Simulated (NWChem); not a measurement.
**GeH2 (SMILES [H][Ge][H]) at 5 levels**

Aim: a comparison of 5 runs (HF/STO-3G, HF/3-21G, CAM-B3LYP/def2-SVP, MP2/aug-cc-pVDZ, CCSD(T)/pcseg-1) of GeH2. 

The calculation is run with NWChem 7.3.0.

## 1. The molecule

The species is GeH2 (3 atoms), meant as a singlet with charge 0. As SMILES, `[H][Ge][H]`. The shape comes from GFN2-xTB, which is rough for such elements, and wasn't checked as a minimum.

Bond lengths: Ge1–H2 1.609 Å, Ge1–H3 1.607 Å. Angles: H2–Ge1–H3 86.5°.

## 2. Energy and forces at HF/STO-3G (run 1)

Input file calc.nw:

```
start calc
title "GeH2"
memory 2200 mb
geometry noautosym nocenter noautoz
  Ge    0.004590   -0.009050   -0.781020
  H     1.098840   -0.017820    0.398440
  H    -1.103430    0.026870    0.382580
end
basis spherical bse
  * library STO-3G
end
scf
  nopen 0
  rhf
  thresh 1e-08
  maxiter 80
  print low
end
task scf gradient
```

Launch:

```
$ nwchem calc.nw > calc.out
```

The log of the run:

```text
[...]
  functions       =    20
[...]
  wavefunction    = RHF
[...]
         Total SCF energy =  -2052.817795873219
      One-electron energy =  -2926.714966421726
      Two-electron energy =    852.595599496273
 Nuclear repulsion energy =     21.301571052234
        Time for solution =      0.5s
[...]
                         RHF ENERGY GRADIENTS
    atom               coordinates                        gradient
                 x          y          z           x          y          z
   1 Ge      0.008674  -0.017102  -1.475914    0.000183  -0.000889  -0.077166
   2 H       2.076507  -0.033675   0.752942    0.026255  -0.000089   0.038916
   3 H      -2.085180   0.050777   0.722971   -0.026438   0.000977   0.038249
 Task  times  cpu:        0.6s     wall:        0.6s
 Total times  cpu:        0.6s     wall:        0.6s
```

It took 1.2 s on 1 thread of Intel Xeon Platinum 8488C (Sapphire Rapids), shared host; peak memory 0.096 GiB.

## 3. Energy and gradient at HF/3-21G (run 2)

Input file struct.nw:

```
start struct
title "GeH2 hf"
memory 2200 mb
charge 0
geometry noautosym nocenter noautoz
  Ge     0.004590    -0.009050    -0.781020
  H      1.098840    -0.017820     0.398440
  H     -1.103430     0.026870     0.382580
end
basis "ao basis" spherical bse
  Ge library 3-21G
  H library 3-21G
end
scf
  thresh 1e-08
  maxiter 80
  print low
end
task scf gradient
```

Launch:

```
$ nwchem struct.nw > struct.out
```

The log of the run:

```text
[...]
  functions       =    26
[...]
  wavefunction    = RHF
[...]
         Total SCF energy =  -2066.428746419383
      One-electron energy =  -2927.937919901338
      Two-electron energy =    840.207602429721
 Nuclear repulsion energy =     21.301571052234
        Time for solution =      0.5s
[...]
                         RHF ENERGY GRADIENTS
    atom               coordinates                        gradient
                 x          y          z           x          y          z
   1 Ge      0.008674  -0.017102  -1.475914   -0.000220  -0.000138  -0.012428
   2 H       2.076507  -0.033675   0.752942   -0.002993   0.000134   0.006348
   3 H      -2.085180   0.050777   0.722971    0.003214   0.000004   0.006080
 Task  times  cpu:        0.7s     wall:        0.7s
 Total times  cpu:        0.7s     wall:        0.7s
```

Wall time 1.3 s (1 thread of Intel Xeon Platinum 8488C (Sapphire Rapids), shared host); peak memory 0.093 GiB.

Runs 3 to 4 aren't shown in full; the table further down has their settings and results.

## 4. A single-point energy at CCSD(T)/pcseg-1 (run 5)

Input file test.xyz:

```xyz
3
GeH2 energy
Ge     0.004590    -0.009050    -0.781020
H      1.098840    -0.017820     0.398440
H     -1.103430     0.026870     0.382580
```

Input file test.nw:

```
start test
title "GeH2 energy"
memory total 2200 mb
charge 0

geometry units angstroms noautosym nocenter noautoz
   load format xyz test.xyz
end

basis "ao basis" spherical bse
   * library pcseg-1
end

scf
   thresh 1e-08
   maxiter 80
end

ccsd
   freeze core 9
   maxiter 60
end

task ccsd(t) energy
```

Launch:

```
$ nwchem test.nw > test.out
```

The log of the run:

```text
[...]
  functions       =    37
[...]
  wavefunction    = RHF
[...]
         Total SCF energy =  -2076.198516301656
      One-electron energy =  -2937.985438944163
      Two-electron energy =    840.485351590272
 Nuclear repulsion energy =     21.301571052234
        Time for solution =      6.1s
[...]
 Total MP2 energy:          -2076.290669048789368
[...]
             energy      energy      error      ampl     ampl      Block
                                                time     time      time
[...]
 Total CCSD energy:          -2076.315608092772891
[...]
 Total CCSD+T(CCSD) energy:          -2076.318238669167386
[...]
 Total CCSD(T) energy:               -2076.318172117995346
[...]
```

It took 14 s on 1 thread of Intel Xeon Platinum 8488C (Sapphire Rapids), shared host; peak memory 0.1 GiB.

## 5. The series

| run | level | iteration cap | module | energy (Eh) | largest force (eV/Å) | wall time |
| --- | --- | --- | --- | --- | --- | --- |
| 1 | HF/STO-3G | 80 | scf | -2052.817796 | 3.968 | 1.2 s |
| 2 | HF/3-21G | 80 | scf | -2066.428746 | 0.639 | 1.3 s |
| 3 | CAM-B3LYP/def2-SVP | 100 | dft | -2077.997662 | 0.565 | 6.9 s |
| 4 | MP2/aug-cc-pVDZ | 80 | mp2 | -2076.551997 | 0.696 | 82 s |
| 5 | CCSD(T)/pcseg-1 | 80 | ccsd(t) | -2076.318172 | – | 14 s |

## 6. What came out

| quantity | value |
| --- | --- |
| run 5: total energy | -2076.31817 Eh |
| run 5: HOMO energy (Hartree–Fock orbitals) | -9.40 eV |
| run 5: LUMO energy (Hartree–Fock orbitals) | 0.07 eV |
| run 5: HOMO–LUMO gap (Hartree–Fock orbitals) | 9.47 eV |
| run 5: correlation energy (9 core orbitals frozen) | -119.7 mEh |
| run 5: (T) correction | -2.56 mEh |

**Reading.** In run 1 the basis is minimal, so the values are rough. All runs together took 1.8 min, the longest 82 s.
